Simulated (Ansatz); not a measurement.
CdBr₂, space group P6_3mc, a calculation of the elastic constants

Program: Ansatz 0.2.0 through its Python package.

Notebook, run cell by cell (the value of a cell's last expression is shown):

**Cell 1**
```python
from dataclasses import replace
import warnings

import ansatz
import numpy as np
```

**Cell 2**
```python
config = {
    'functional': 'lda',
    'smearing': 'fixed',
    'scf_tol': 1e-09,
    'mesh': (12, 12, 2),
}

warnings.simplefilter('ignore', ansatz.DeckWarning)
```

**Cell 3**
```python
system = (
    ansatz.Lattice.from_parameters(3.985, 3.985, 12.561, alpha=90.0, beta=90.0, gamma=120.0)
    .atom('Cd', (1 / 3, 2 / 3, 0.375))
    .atom('Cd', (2 / 3, 1 / 3, 0.875))
    .atom('Br', (1 / 3, 2 / 3, 0.0))
    .atom('Br', (2 / 3, 1 / 3, 0.5))
    .atom('Br', (0.0, 0.0, 0.25))
    .atom('Br', (0.0, 0.0, 0.75))
)
```

**Cell 4**
```python
system.resolved().sites[-1]
```
Output:
```text
Site(symbol='Br', position=(0.0, 0.0, 0.75), moment=None, axis=None, held=None, saved=None)
```

**Cell 5**
```python
calc = system.calculation()
calc = calc.functional(config['functional'])
calc = calc.pseudopotentials('paw')
calc = calc.basis(21 * ansatz.Ha)
calc = calc.occupations(config['smearing'])
calc = calc.scf(tolerance=config['scf_tol']).kpoints(*config['mesh'])
# relax, then strain
rest = calc.relax(cell=True).run(threads=1).lattice
relaxed = ansatz.Crystal(lattice=ansatz.Lattice.of(rest.cell_ang))
for site in rest.sites:
    relaxed = relaxed.atom(site.symbol, site.position_frac)
calc = replace(calc, crystal=relaxed)
print('relaxed volume {:.3f} A^3'.format(abs(np.linalg.det(rest.cell_ang))))
result = calc.elastic(ansatz.ElasticMode.CLAMPED_ION).run(threads=1)
elastic = result.elastic
```
Output:
```text
relaxed volume 161.813 A^3
```

**Cell 6**
```python
C = np.asarray(elastic.c_gpa)
for i in range(6):
    for j in range(i, 6):
        if abs(C[i, j]) > 0.05:
            print(f'C{i + 1}{j + 1} = {C[i, j]:.1f} GPa')
print('smallest eigenvalue of C:', round(elastic.stability.min_eigenvalue_gpa, 1), 'GPa; tensor positive definite:', elastic.stability.min_eigenvalue_gpa > 0)
# averaged moduli need a positive definite tensor
if elastic.stability.min_eigenvalue_gpa > 0:
    for name, value in elastic.moduli.to_plain().items():
        print(f'{name:14s} {value:9.3f}')
```
Output:
```text
C11 = 76.8 GPa
C12 = 41.3 GPa
C13 = 40.9 GPa
C22 = 76.8 GPa
C23 = 40.9 GPa
C33 = 65.8 GPa
C44 = 18.9 GPa
C55 = 18.9 GPa
C66 = 17.7 GPa
smallest eigenvalue of C: 17.7 GPa; tensor positive definite: True
k_voigt_gpa       51.742
k_reuss_gpa       51.403
k_hill_gpa        51.572
g_voigt_gpa       17.537
g_reuss_gpa       17.326
g_hill_gpa        17.431
youngs_gpa        46.999
poisson            0.348
```

Caveats:
- With fixed filling the reported Fermi level is the top filled level among the k-points of the SCF.
- A positive definite tensor excludes instabilities under uniform strain alone; phonons elsewhere in the zone can still be imaginary.
- The program warned that this SCF threshold is loose for forces or stresses.
- Of the deposited cell: the entry's cell lengths or inner coordinates differ somewhat from later room-temperature determinations.
- The structure is layered, and without a dispersion term the spacing of the layers is poorly determined.
- These are clamped-ion constants: where atoms have free coordinates under strain, the relaxed-ion ones can be far smaller or negative, so this tensor doesn't settle whether the crystal is stable.
- The starting cell is as deposited in a crystallographic database; the results hold for this polymorph, which needn't be the stable one.
- The constants belong to the cell that was strained; where it wasn't relaxed first it may be under stress.
- The script silences the warnings on its input, which a real study should read.
- Run time: 9.5 min on 1 thread of Arm Neoverse V1 (shared host), peak memory 1 GiB.

(A comment or docstring line of the script was reworded after the run, the code is as it ran.)
